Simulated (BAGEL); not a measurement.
# CH5FSSi (SMILES C[SiH](F)S) at HF/3-21G (density fitting with qzvpp-jkfit)

Aim: the vertical ionisation energy of CH5FSSi at HF/3-21G (density fitting with qzvpp-jkfit), from 2 runs. 

The calculation is run with BAGEL 1.2.2.

1 further run of the same task is left out (set aside as unsound or not needed). Runs told in other sessions of the task aren't counted.

### Step 1. The structure to begin with

CH5FSSi: 9 atoms, total charge 0, spin state singlet. As SMILES, `C[SiH](F)S`. The shape is that of a PBE0-D4/def2-TZVP optimisation. This is one conformer, not always the lowest.

Bond lengths: C1–Si2 1.851 Å, Si2–F3 1.602 Å, Si2–S4 2.125 Å, C1–H5 1.092 Å, C1–H6 1.093 Å, C1–H7 1.093 Å, Si2–H8 1.481 Å, S4–H9 1.344 Å. Some angles: C1–Si2–F3 107.5°, C1–Si2–S4 112.7°, F3–Si2–S4 110.8°, C1–Si2–H8 113.7°, F3–Si2–H8 107.4°, S4–Si2–H8 104.8°, Si2–C1–H5 110.4°, Si2–C1–H6 110.9°, Si2–C1–H7 110.3°, Si2–S4–H9 94.5°.

### Step 2. The energy at HF/3-21G (density fitting with qzvpp-jkfit)

The input, input.json:

```json
{ "bagel" : [

{
  "title" : "molecule",
  "basis" : "3-21g",
  "df_basis" : "qzvpp-jkfit",
  "angstrom" : true,
  "geometry" : [
    { "atom" : "C", "xyz" : [   -0.235500,    0.468400,   -1.033000 ] },
    { "atom" : "Si", "xyz" : [    0.527400,   -0.559600,    0.304400 ] },
    { "atom" : "F", "xyz" : [    1.929800,    0.112500,    0.687600 ] },
    { "atom" : "S", "xyz" : [   -0.718800,   -0.730200,    2.016900 ] },
    { "atom" : "H", "xyz" : [   -1.176500,    0.025100,   -1.365000 ] },
    { "atom" : "H", "xyz" : [   -0.438600,    1.481600,   -0.677800 ] },
    { "atom" : "H", "xyz" : [    0.439900,    0.537900,   -1.889500 ] },
    { "atom" : "H", "xyz" : [    0.803200,   -1.956200,   -0.102900 ] },
    { "atom" : "H", "xyz" : [   -1.042300,    0.574300,    2.042100 ] }
  ]
},
{ "title" : "hf" },
{ "title" : "print", "file" : "orbitals.molden", "orbitals" : true }

]}
```

On the command line:

```bash
$ BAGEL_NUM_THREADS=1 BAGEL input.json > input.out
```

Log:

```text
* using 1 threads per process

  ===============================================================
  ===============================================================

  *** Geometry ***

  { "atom" : "C", "xyz" : [     -0.445031,      0.885148,     -1.952087 ] },
  { "atom" : "Si", "xyz" : [      0.996642,     -1.057491,      0.575233 ] },
  { "atom" : "F", "xyz" : [      3.646793,      0.212594,      1.299376 ] },
  { "atom" : "S", "xyz" : [     -1.358335,     -1.379878,      3.811389 ] },
  { "atom" : "H", "xyz" : [     -2.223263,      0.047432,     -2.579476 ] },
  { "atom" : "H", "xyz" : [     -0.828834,      2.799818,     -1.280856 ] },
  { "atom" : "H", "xyz" : [      0.831291,      1.016484,     -3.570638 ] },
  { "atom" : "H", "xyz" : [      1.517828,     -3.696682,     -0.194453 ] },
  { "atom" : "H", "xyz" : [     -1.969662,      1.085270,      3.859010 ] },

  Number of auxiliary basis functions:      498

  Since a DF basis is specified, we compute 2- and 3-index integrals:
    o Being stored without compression. Storage requirement is 0.012 GB

  Number of basis functions:       54
  Number of electrons      :       50

    * METHOD: MOLECULE                             0.19

  *** RHF ***

  === Nuclear Repulsion ===
   225.3147375333

      * DIIS with orbital gradients will be used.

  === RHF iteration (3-21g) ===
      0       -822.39065452          0.02073756           0.05
      1       -822.48683317          0.01069557           0.04
      2       -822.51121919          0.00129103           0.04
      3       -822.51189752          0.00035408           0.04
      4       -822.51195134          0.00007081           0.04
      5       -822.51195522          0.00001668           0.04
      6       -822.51195548          0.00000553           0.04
      7       -822.51195550          0.00000130           0.04
      8       -822.51195550          0.00000051           0.04
      9       -822.51195550          0.00000016           0.04
     10       -822.51195550          0.00000005           0.04
     11       -822.51195550          0.00000002           0.04
     12       -822.51195550          0.00000000           0.04
    * SCF iteration converged.

    * Permanent dipole moment:
           (    0.420905,    -0.455942,     0.998996) a.u.

    * METHOD: HF                                   0.69

    * METHOD: PRINT                                0.01

  ===============================================================
```

Wall time 1 s (1 thread of Arm Neoverse V1, shared host).

### Step 3. The doublet cation, same level

The input, hf.json:

```json
{ "bagel": [

{
  "title": "molecule",
  "basis": "3-21g",
  "df_basis": "qzvpp-jkfit",
  "angstrom": true,
  "geometry": [
    { "atom": "C", "xyz": [   -0.235500,    0.468400,   -1.033000 ] },
    { "atom": "Si", "xyz": [    0.527400,   -0.559600,    0.304400 ] },
    { "atom": "F", "xyz": [    1.929800,    0.112500,    0.687600 ] },
    { "atom": "S", "xyz": [   -0.718800,   -0.730200,    2.016900 ] },
    { "atom": "H", "xyz": [   -1.176500,    0.025100,   -1.365000 ] },
    { "atom": "H", "xyz": [   -0.438600,    1.481600,   -0.677800 ] },
    { "atom": "H", "xyz": [    0.439900,    0.537900,   -1.889500 ] },
    { "atom": "H", "xyz": [    0.803200,   -1.956200,   -0.102900 ] },
    { "atom": "H", "xyz": [   -1.042300,    0.574300,    2.042100 ] }
  ]
},
{
  "title": "uhf",
  "charge": 1,
  "nopen": 1
},
{
  "title": "print",
  "file": "orbitals.molden",
  "orbitals": true
}

]}
```

On the command line:

```bash
$ BAGEL_NUM_THREADS=1 BAGEL hf.json > hf.out
```

Log:

```text
* using 1 threads per process

  ===============================================================
  ===============================================================

  *** Geometry ***

  { "atom" : "C", "xyz" : [     -0.445031,      0.885148,     -1.952087 ] },
  { "atom" : "Si", "xyz" : [      0.996642,     -1.057491,      0.575233 ] },
  { "atom" : "F", "xyz" : [      3.646793,      0.212594,      1.299376 ] },
  { "atom" : "S", "xyz" : [     -1.358335,     -1.379878,      3.811389 ] },
  { "atom" : "H", "xyz" : [     -2.223263,      0.047432,     -2.579476 ] },
  { "atom" : "H", "xyz" : [     -0.828834,      2.799818,     -1.280856 ] },
  { "atom" : "H", "xyz" : [      0.831291,      1.016484,     -3.570638 ] },
  { "atom" : "H", "xyz" : [      1.517828,     -3.696682,     -0.194453 ] },
  { "atom" : "H", "xyz" : [     -1.969662,      1.085270,      3.859010 ] },

  Number of auxiliary basis functions:      498

  Since a DF basis is specified, we compute 2- and 3-index integrals:
    o Being stored without compression. Storage requirement is 0.012 GB

  Number of basis functions:       54
  Number of electrons      :       50

    * METHOD: MOLECULE                             0.19

  *** Open-shell HF ***

  === Nuclear Repulsion ===
   225.3147375333

      * DIIS with orbital gradients will be used.

  === UHF iteration (3-21g) ===
      0       -822.00416208          0.04271742           0.08
      1       -822.12514438          0.02410453           0.08
      2       -822.14886657          0.01437146           0.08
      3       -822.15985294          0.00104089           0.08
      4       -822.16026531          0.00044445           0.08
      5       -822.16036431          0.00024581           0.08
      6       -822.16043583          0.00017672           0.08
      7       -822.16048343          0.00012888           0.08
      8       -822.16051686          0.00006863           0.08
      9       -822.16052557          0.00002453           0.08
     10       -822.16052705          0.00000990           0.08
     11       -822.16052759          0.00000351           0.08
     12       -822.16052782          0.00000125           0.08
     13       -822.16052789          0.00000064           0.08
     14       -822.16052792          0.00000037           0.08
     15       -822.16052793          0.00000022           0.08
     16       -822.16052793          0.00000013           0.08
     17       -822.16052793          0.00000009           0.08
     18       -822.16052793          0.00000005           0.08
     19       -822.16052793          0.00000003           0.08
     20       -822.16052793          0.00000002           0.08
     21       -822.16052793          0.00000001           0.08
     22       -822.16052793          0.00000000           0.08
    * SCF iteration converged.

    * S^2 (UHF) is 0.7551

    * Permanent dipole moment:
           (    1.650750,    -0.050011,    -0.484502) a.u.

    * METHOD: UHF                                  1.99

    * METHOD: PRINT                                0.01

  ===============================================================
```

Run time: 2.3 s. Hardware: 1 thread of Arm Neoverse V1, shared host.

### Step 4. Results

At HF/3-21G (density fitting with qzvpp-jkfit):

```
                                          quantity          value
                     singlet CH5FSSi: total energy  -822.51196 Eh
                    singlet CH5FSSi: dipole moment         2.99 D
                      singlet CH5FSSi: HOMO energy      -10.88 eV
                      singlet CH5FSSi: LUMO energy        4.53 eV
                    singlet CH5FSSi: HOMO–LUMO gap       15.41 eV
                      doublet cation: total energy  -822.16053 Eh
                              doublet cation: ⟨S²⟩          0.755
vertical ionisation energy (to the doublet cation)       9.563 eV
```

**Reading.** Removing an electron at fixed nuclei costs 9.56 eV (923 kJ/mol). −ε(HOMO) before ionisation, 10.88 eV, is 1.32 eV above this ionisation energy.
